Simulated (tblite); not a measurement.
# GaSb at GFN2-xTB (tblite): moving one setting at a time

Aim: start from a run with usual settings and see what each changed setting does to the results.

Program: tblite 0.8.0. Level of theory: GFN2-xTB (tblite), atoms fixed, no spin polarisation. These are calculated values, not measurements.

## 1. The structure to begin with

Symmetry: F-43m, No. 216, cubic system. Conventional cell: a = 6.132 Å, b = 6.132 Å, c = 6.132 Å, α = 90.00°, β = 90.00°, γ = 90.00°. Ga (site symmetry -43m) has 4 Sb at 2.66 Å as nearest neighbours. Sb (site symmetry -43m) has 4 Ga at 2.66 Å as nearest neighbours.

Coordinates:

```
CELL_PARAMETERS angstrom
0.00000 3.06588 3.06588
3.06588 0.00000 3.06588
3.06588 3.06588 0.00000
ATOMIC_POSITIONS crystal
Ga 0.00000 0.00000 0.00000
Sb 0.25000 0.25000 0.25000
```

The structure type (zincblende) is imposed and need not be the compound's stable one.

## 2. The reference run

The input, run.py:

```python
import json
from ase import Atoms
from ase.build import make_supercell
from ase.units import Bohr, GPa, Hartree
from tblite.interface import Calculator

atoms = Atoms(['Ga', 'Sb'],
              cell=[[0.0, 3.0658788, 3.0658788], [3.0658788, 0.0, 3.0658788], [3.0658788, 3.0658788, 0.0]],
              scaled_positions=[[0.0, 0.0, 0.0], [0.25, 0.25, 0.25]],
              pbc=True)
cluster = make_supercell(atoms, [[-2, 2, 2], [-2, -2, 2], [2, -2, 2]])
calc = Calculator('GFN2-xTB', cluster.numbers, cluster.positions / Bohr, lattice=cluster.cell[:] / Bohr, periodic=cluster.pbc)
calc.set('temperature', 0.02 / Hartree)
calc.set('max-iter', 150)
res = calc.singlepoint()
levels = res.get('orbital-energies') * Hartree
nv = round(res.get('orbital-occupations').sum() / 2)
cells = len(cluster) // len(atoms)
out = {'energy_per_cell': res.get('energy') * Hartree / cells, 'homo': levels[nv - 1], 'lumo': levels[nv],
       'stress': (-res.get('virial') * Hartree / cluster.get_volume() / GPa).tolist(), 'charges': res.get('charges')[:len(atoms)].tolist(), 'electrons': 2 * nv / cells}
json.dump(out, open('results.json', 'w'))
for key, value in out.items():
    print(key, value)
```

Run with:

```bash
$ python run.py
```

What it wrote:

```text
------------------------------------------------------------
  cycle        total energy    energy error   density error
------------------------------------------------------------
      1     -107.7740944083  -1.0811903E+02   2.3019550E-01
      2     -104.8358576308   2.9382368E+00   2.2593148E-01
      3     -110.1805460753  -5.3446884E+00   1.0681738E-01
      4     -110.5101375223  -3.2959145E-01   3.8549988E-02
      5     -110.5248737234  -1.4736201E-02   6.5685546E-03
      6     -110.5253958260  -5.2210263E-04   1.0014627E-02
      7     -110.5260402039  -6.4437788E-04   3.1527624E-03
      8     -110.5266187122  -5.7850832E-04   2.6882757E-03
      9     -110.5266158867   2.8255024E-06   2.6853534E-03
     10     -110.5260399869   5.7589979E-04   2.8557205E-03
     11     -110.5266083984  -5.6841144E-04   1.7207086E-03
     12     -110.5266205804  -1.2182035E-05   1.6848545E-03
     13     -110.5266169898   3.5906210E-06   1.6837496E-03
     14     -110.5266370566  -2.0066856E-05   1.6008084E-03
     15     -110.5267060462  -6.8989618E-05   1.2348208E-03
     16     -110.5267738239  -6.7777690E-05   8.6215690E-04
     17     -110.5267902609  -1.6436966E-05   7.2067340E-04
     18     -110.5268210043  -3.0743401E-05   2.0913323E-04
     19     -110.5268217718  -7.6750611E-07   6.4590334E-05
     20     -110.5268217761  -4.3070116E-09   6.4124280E-05
     21     -110.5268216968   7.9285940E-08   6.6938947E-05
     22     -110.5268218916  -1.9481766E-07   2.7570478E-05
     23     -110.5268219032  -1.1504952E-08   2.4398252E-05
     24     -110.5268219243  -2.1124393E-08   1.2783809E-05
------------------------------------------------------------

 total:                                  10.335 sec
energy_per_cell -93.98712554462476
homo -7.498966731514034
lumo -6.751981185027479
stress [[6.682889339163064, 1.6855109774257868e-08, -1.6905114196478803e-08], [1.6855109694659545e-08, 6.682889339163002, -1.6892075655528215e-08], [-1.690511418197609e-08, -1.6892075707241582e-08, 6.682889339162968]]
charges [-0.021592132746073633, 0.021597546702256498]
electrons 8.0
```

Run time: 11 s. Hardware: 1 thread of Intel Xeon Platinum 8488C (Sapphire Rapids), shared host; peak memory 0.13 GiB.

Gap 0.75 eV; pressure 6.7 GPa. The 64 atoms of the cluster fold only a few k-points onto the zone centre, so gap and energy may not be converged in the cluster's size.

## 3. Change: temperature = 0.3

run.py: that of step 2 with these lines changed.

```diff
@@ -12,3 +12,3 @@
 calc = Calculator('GFN2-xTB', cluster.numbers, cluster.positions / Bohr, lattice=cluster.cell[:] / Bohr, periodic=cluster.pbc)
-calc.set('temperature', 0.02 / Hartree)
+calc.set('temperature', 0.3 / Hartree)
 calc.set('max-iter', 150)
```

Run with:

```bash
$ python run.py
```

What it wrote:

```text
------------------------------------------------------------
  cycle        total energy    energy error   density error
------------------------------------------------------------
      1     -108.1346326188  -1.0847956E+02   2.1888170E-01
      2     -104.3385638048   3.7960688E+00   2.1376327E-01
      3     -109.9930561275  -5.6544923E+00   1.1377426E-01
      4     -110.6006505383  -6.0759441E-01   4.4030587E-02
      5     -110.6483949713  -4.7744433E-02   1.3983037E-02
      6     -110.6460240422   2.3709291E-03   1.7463232E-02
      7     -110.6518472925  -5.8232503E-03   7.8960199E-03
      8     -110.6553817405  -3.5344480E-03   5.3262891E-03
      9     -110.6564293077  -1.0475673E-03   3.4731866E-03
     10     -110.6567187298  -2.8942207E-04   4.4558986E-03
     11     -110.6564316880   2.8704176E-04   2.7656643E-03
     12     -110.6565075888  -7.5900772E-05   2.5641738E-03
     13     -110.6567918669  -2.8427813E-04   1.9997021E-03
     14     -110.6568630586  -7.1191622E-05   1.7923561E-03
     15     -110.6570194940  -1.5643546E-04   1.3436894E-03
     16     -110.6570030414   1.6452572E-05   1.3812348E-03
     17     -110.6570647839  -6.1742450E-05   1.1253236E-03
     18     -110.6570668057  -2.0217818E-06   1.1173390E-03
     19     -110.6571383326  -7.1526966E-05   5.5164384E-04
     20     -110.6571542330  -1.5900329E-05   3.4184128E-04
     21     -110.6571545645  -3.3153766E-07   3.3709145E-04
     22     -110.6571623079  -7.7433738E-06   1.1658520E-04
     23     -110.6571634171  -1.1092325E-06   3.1075269E-05
     24     -110.6571634155   1.6603394E-09   3.2721107E-05
     25     -110.6571634319  -1.6457705E-08   3.6677381E-05
     26     -110.6571634424  -1.0516530E-08   2.2215619E-05
     27     -110.6571634487  -6.3000414E-09   1.8539646E-05
------------------------------------------------------------

 total:                                  11.721 sec
energy_per_cell -94.09796221765603
homo -7.364473608207627
lumo -6.725124441016151
stress [[8.373288384900409, 7.594103162940476e-08, -7.585789243025253e-08], [7.594103151597062e-08, 8.373288384896536, -7.57498422975039e-08], [-7.585789246936177e-08, -7.57498424028151e-08, 8.37328838489651]]
charges [-0.07753318826764011, 0.07753889512656242]
electrons 8.0
```

It took 12 s on 1 thread of Intel Xeon Platinum 8488C (Sapphire Rapids), shared host; peak memory 0.13 GiB.

Against the reference run the gap moves by -0.11 eV and the energy by -55.4 meV/atom. At a high electronic temperature the free energy holds a large −TS term.

## 4. Change: method = IPEA1-xTB

run.py: that of step 3 with these lines changed.

```diff
@@ -11,4 +11,4 @@
 cluster = make_supercell(atoms, [[-2, 2, 2], [-2, -2, 2], [2, -2, 2]])
-calc = Calculator('GFN2-xTB', cluster.numbers, cluster.positions / Bohr, lattice=cluster.cell[:] / Bohr, periodic=cluster.pbc)
-calc.set('temperature', 0.3 / Hartree)
+calc = Calculator('IPEA1-xTB', cluster.numbers, cluster.positions / Bohr, lattice=cluster.cell[:] / Bohr, periodic=cluster.pbc)
+calc.set('temperature', 0.02 / Hartree)
 calc.set('max-iter', 150)
```

Run with:

```bash
$ python run.py
```

What it wrote:

```text
[... start of the log left out ...]
------------------------------------------------------------
  cycle        total energy    energy error   density error
------------------------------------------------------------
      1     0.3241916052014   0.0000000E+00             NaN
------------------------------------------------------------

tblite.exceptions.TBLiteRuntimeError: (sygvd) failed to solve eigenvalue problem. info=168
```

Wall time 1.2 s (1 thread of Intel Xeon Platinum 8488C (Sapphire Rapids), shared host); peak memory 0.13 GiB.

The program failed.

## 5. Change: accuracy = 0.01

run.py: that of step 4 with these lines changed.

```diff
@@ -11,5 +11,6 @@
 cluster = make_supercell(atoms, [[-2, 2, 2], [-2, -2, 2], [2, -2, 2]])
-calc = Calculator('IPEA1-xTB', cluster.numbers, cluster.positions / Bohr, lattice=cluster.cell[:] / Bohr, periodic=cluster.pbc)
+calc = Calculator('GFN2-xTB', cluster.numbers, cluster.positions / Bohr, lattice=cluster.cell[:] / Bohr, periodic=cluster.pbc)
 calc.set('temperature', 0.02 / Hartree)
 calc.set('max-iter', 150)
+calc.set('accuracy', 0.01)
 res = calc.singlepoint()
```

Run with:

```bash
$ python run.py
```

What it wrote:

```text
------------------------------------------------------------
  cycle        total energy    energy error   density error
------------------------------------------------------------
      1     -107.7740944083  -1.0811903E+02   2.3019550E-01
      2     -104.8358576308   2.9382368E+00   2.2593148E-01
      3     -110.1805460753  -5.3446884E+00   1.0681738E-01
      4     -110.5101375223  -3.2959145E-01   3.8549988E-02
      5     -110.5248737234  -1.4736201E-02   6.5685546E-03
      6     -110.5253958260  -5.2210263E-04   1.0014627E-02
      7     -110.5260402039  -6.4437788E-04   3.1527624E-03
      8     -110.5266187122  -5.7850832E-04   2.6882757E-03
      9     -110.5266158867   2.8255024E-06   2.6853534E-03
     10     -110.5260399869   5.7589979E-04   2.8557205E-03
     11     -110.5266083984  -5.6841144E-04   1.7207086E-03
     12     -110.5266205804  -1.2182035E-05   1.6848545E-03
     13     -110.5266169898   3.5906210E-06   1.6837496E-03
     14     -110.5266370566  -2.0066856E-05   1.6008084E-03
     15     -110.5267060462  -6.8989618E-05   1.2348208E-03
     16     -110.5267738239  -6.7777690E-05   8.6215690E-04
     17     -110.5267902609  -1.6436966E-05   7.2067340E-04
     18     -110.5268210043  -3.0743401E-05   2.0913323E-04
     19     -110.5268217718  -7.6750611E-07   6.4590334E-05
     20     -110.5268217761  -4.3070116E-09   6.4124280E-05
     21     -110.5268216968   7.9285940E-08   6.6938947E-05
     22     -110.5268218916  -1.9481766E-07   2.7570478E-05
     23     -110.5268219032  -1.1504952E-08   2.4398252E-05
     24     -110.5268219243  -2.1124393E-08   1.2783809E-05
     25     -110.5268219224   1.8910242E-09   1.4150124E-05
     26     -110.5268219253  -2.9298093E-09   1.0593572E-05
     27     -110.5268219263  -9.3656638E-10   8.7591250E-06
[... 32 lines of this table left out ...]
     60     -110.5268219268  -1.3358203E-12   8.3573969E-07
     61     -110.5268219268   1.6768809E-12   9.2903413E-07
     62     -110.5268219268  -2.1032065E-12   6.8240447E-07
     63     -110.5268219268  -8.1001872E-13   6.5169538E-07
     64     -110.5268219268   2.4158453E-13   6.5806954E-07
     65     -110.5268219268   2.2737368E-13   7.6074054E-07
     66     -110.5268219268  -1.2079227E-12   6.7318140E-07
     67     -110.5268219268   1.1368684E-12   5.9360383E-07
     68     -110.5268219268  -1.9184654E-12   5.0151490E-07
     69     -110.5268219268  -1.8332003E-12   3.7733023E-07
     70     -110.5268219268  -5.9685590E-13   2.8891896E-07
     71     -110.5268219268   8.5265128E-14   2.9137541E-07
     72     -110.5268219268   4.8316906E-13   1.7674789E-07
------------------------------------------------------------

 total:                                  26.596 sec
energy_per_cell -93.98712554676067
homo -7.498987615555878
lumo -6.7520195915027195
stress [[6.6827724045803905, 8.248868958223352e-08, -8.248882830660536e-08], [8.24886895138785e-08, 6.682772404580179, -8.248851338633715e-08], [-8.248882828391306e-08, -8.248851344203214e-08, 6.682772404580455]]
charges [-0.0215826457228242, 0.0215791695452337]
electrons 8.0
```

Wall time 27 s (1 thread of Intel Xeon Platinum 8488C (Sapphire Rapids), shared host); peak memory 0.13 GiB.

Against the reference run the gap moves by 0.00 eV and the energy by 0.0 meV/atom.

## 6. Change: accuracy = 1000.0

run.py: that of step 5 with these lines changed.

```diff
@@ -14,3 +14,3 @@
 calc.set('max-iter', 150)
-calc.set('accuracy', 0.01)
+calc.set('accuracy', 1000.0)
 res = calc.singlepoint()
```

Run with:

```bash
$ python run.py
```

What it wrote:

```text
[... start of the log left out ...]
------------------------------------------------------------
  cycle        total energy    energy error   density error
------------------------------------------------------------
      1     0.3449308005611   0.0000000E+00   1.0075153E+00
------------------------------------------------------------

tblite.exceptions.TBLiteRuntimeError: (sygvd) failed to solve eigenvalue problem. info=435
```

Wall time 1.5 s (1 thread of Intel Xeon Platinum 8488C (Sapphire Rapids), shared host); peak memory 0.12 GiB.

The program failed.

## 7. Change: cluster = 1x1x1

run.py: that of step 6 with these lines changed.

```diff
@@ -10,3 +10,3 @@
               pbc=True)
-cluster = make_supercell(atoms, [[-2, 2, 2], [-2, -2, 2], [2, -2, 2]])
+cluster = make_supercell(atoms, [[-1, 1, 1], [-1, -1, 1], [1, -1, 1]])
 calc = Calculator('GFN2-xTB', cluster.numbers, cluster.positions / Bohr, lattice=cluster.cell[:] / Bohr, periodic=cluster.pbc)
@@ -14,3 +14,2 @@
 calc.set('max-iter', 150)
-calc.set('accuracy', 1000.0)
 res = calc.singlepoint()
```

Run with:

```bash
$ python run.py
```

What it wrote:

```text
------------------------------------------------------------
  cycle        total energy    energy error   density error
------------------------------------------------------------
      1     -13.40334391664  -1.3446460E+01   1.8736848E-01
      2     -13.52817653246  -1.2483262E-01   9.1508313E-02
      3     -13.54196101063  -1.3784478E-02   5.8328252E-02
      4     -13.54474988555  -2.7888749E-03   2.7164359E-02
      5     -13.54188174361   2.8681419E-03   2.9908990E-02
      6     -13.54619745215  -4.3157085E-03   1.5917111E-02
      7     -13.54997196692  -3.7745148E-03   2.5986384E-03
      8     -13.54996189119   1.0075732E-05   2.5945525E-03
      9     -13.55007945955  -1.1756836E-04   7.3523209E-04
     10     -13.55008078747  -1.3279259E-06   6.7921142E-04
     11     -13.55008274605  -1.9585799E-06   5.9433956E-04
     12     -13.55008782322  -5.0771663E-06   1.4574700E-04
     13     -13.55008805590  -2.3268121E-07   6.1368201E-05
     14     -13.55008807586  -1.9953433E-08   3.2425813E-05
     15     -13.55008808465  -8.7943199E-09   6.0901117E-06
------------------------------------------------------------

 total:                                   0.405 sec
energy_per_cell -92.1791693838984
homo -7.866519915524361
lumo -6.2210930006680485
stress [[3.9938434095847475, -3.350731630135422e-06, 3.3522188503819422e-06], [-3.3507316300010996e-06, 3.993843409606087, 3.3445384913133517e-06], [3.3522188503546123e-06, 3.3445384912502596e-06, 3.993843409619452]]
charges [0.3670777552049974, -0.36708736611624654]
electrons 8.0
```

Run time: 0.96 s. Hardware: 1 thread of Intel Xeon Platinum 8488C (Sapphire Rapids), shared host; peak memory 0.091 GiB.

Against the reference run the gap moves by +0.90 eV and the energy by +904.0 meV/atom. One cell at the zone centre alone can't describe the crystal.

## 8. What moved

| change | ends | gap (eV) | energy (meV/atom) | pressure (GPa) | time |
| --- | --- | --- | --- | --- | --- |
| none | converged | 0.75 | 0 | 6.7 | 11 s |
| temperature = 0.3 | converged | -0.11 | -55.4 | +1.7 | 12 s |
| method = IPEA1-xTB | crashed | – | – | – | 1.2 s |
| accuracy = 0.01 | converged | 0.00 | 0.0 | 0.0 | 27 s |
| accuracy = 1000.0 | crashed | – | – | – | 1.5 s |
| cluster = 1x1x1 | converged | +0.90 | +904.0 | -2.7 | 0.96 s |

The first row holds values, the others changes from it. Keys are the program's: temperature in eV (tblite) or K (CP2K), cutoffs in Ry, CUTOFP in Å. Among the numerical settings, cluster = 1x1x1 moves the energy most (+904.0 meV/atom). 2 of the 5 changes gave no result. The changed runs test settings; they are no properties of the crystal.
